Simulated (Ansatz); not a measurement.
**BH3Br (doublet): wave-function methods side by side at distance B1–H4 along a hydrogen transfer = 1.194 Å, cc-pVDZ**

The task here is to estimate one member of a computed series from the others.

Program: Ansatz 0.2.0, Gaussian basis. Level of theory: cc-pVDZ, core rule «outside noble gas», up to 15 orbitals frozen. These are calculated values, not measurements.

To be run: UHF; CCSD(T) on ROHF; CCSD(T) on UHF; BCCD(T) on ROHF; CISD; CCSDT(Q) on ROHF; CCSDT(Q) on UHF; CASSCF and MRCISD+Q, 3 electrons in 3 orbitals; CASSCF and NEVPT2, 3 electrons in 3 orbitals.

16 further runs of the same task are left out: 9 for a known fault of the program, 1 for a mislabelled method, 6 that didn't finish.

## The geometry

The geometry derives from fragments relaxed apart (PBE0/def2-TZVP) and kept rigid, so it is no stationary point. A hydrogen atom is moved between rigid fragments. No spin-orbit coupling is included. The filled d shell of Br may be among the frozen orbitals whatever the setting's name suggests; the logs give the count.

5 atoms, charge 0, spin multiplicity 2.

Atoms are counted from 1 here; the program's logs count them from 0.

Bond lengths: B1–H2 1.193 Å, B1–H3 1.193 Å, B1–H4 1.193 Å. Angles: H2–B1–H3 120.0°, H2–B1–H4 120.0°, H3–B1–H4 120.0°.

Geometry (Å):

```
B    -2.6288    0.0000    0.0000
H    -3.2256    1.0336    0.0000
H    -3.2256   -1.0336    0.0000
H    -1.4354    0.0000    0.0000
Br    0.4552    0.0000    0.0000
```

The first run:

Contents of in.yaml:

```yaml
crystal:
  periodic: [false, false, false]
  atoms:
    - {symbol: B, position_ang: [-2.628835, 0.000000, 0.000000]}
    - {symbol: H, position_ang: [-3.225569, 1.033571, 0.000000]}
    - {symbol: H, position_ang: [-3.225569, -1.033571, 0.000000]}
    - {symbol: H, position_ang: [-1.435370, 0.000000, 0.000000]}
    - {symbol: Br, position_ang: [0.455165, 0.000000, 0.000000]}
basis:
  gaussian: {orbitals: cc-pVDZ}
magnetization: {spin_polarized: true, initial_magnetization: 1}
hamiltonian: {xc: hf}
output: {orbitals: {seedname: orbitals}}
```

The run is started by

```
ansatz run in.yaml --threads 1 --pin off --events-out ev --progress --plain --max-ram 2393MiB
```

Steps of the session up to this table: UHF; CCSD(T) on ROHF; CCSD(T) on UHF; BCCD(T) on ROHF; CISD; CCSDT(Q) on ROHF; CCSDT(Q) on UHF; CASSCF and MRCISD+Q, 3 electrons in 3 orbitals; CASSCF and NEVPT2, 3 electrons in 3 orbitals.

One of the session's tables, all rows but one given; the rest of the session is left out.

| method | from UCCSDT(Q) (meV) |
| --- | --- |
| ROHF | +6549.1 |
| UHF | +6419.6 |
| RMP2 | +1108.1 |
| UMP2 | +1124.0 |
| CISD | +609.3 |
| RCCSD | +120.8 |
| UCCSD | +116.7 |
| RCCSD(T) | +25.8 |
| UCCSD(T) | +24.2 |
| BCCD(T) | +25.9 |
| RCCSDT | +8.3 |
| UCCSDT | +6.5 |
| RCCSDT(Q) | ? |
| UCCSDT(Q) | 0 |
| CASSCF pair | +6171.9 |
| NEVPT2 pair | +1139.1 |
| MRCISD pair | +557.0 |
| MRCISD+Q pair | +30.3 |

Estimate the missing values for RCCSDT(Q).

**Answer.** from UCCSDT(Q) (meV): +1.7. In the column «from UCCSDT(Q) (meV)» it lies between UCCSDT(Q) (0) and UCCSDT (+6.5).

Among the levels timed on like hardware and quicker than the yardstick, those that no quicker one beats, quickest first: CISD (4.7 s, +609.3 meV); MRCISD+Q pair (5.5 s, +30.3 meV); UCCSD(T) (6 s, +24.2 meV).

Limits of these values: Of the multireference levels listed MRCISD+Q pair comes nearest in total energy (+30.3 meV), which doesn't show that its space is the better one. Restricted and unrestricted rows rest on different reference determinants; where their highest levels disagree by more than a few hundredths of an eV, they describe different states and don't form one ladder.
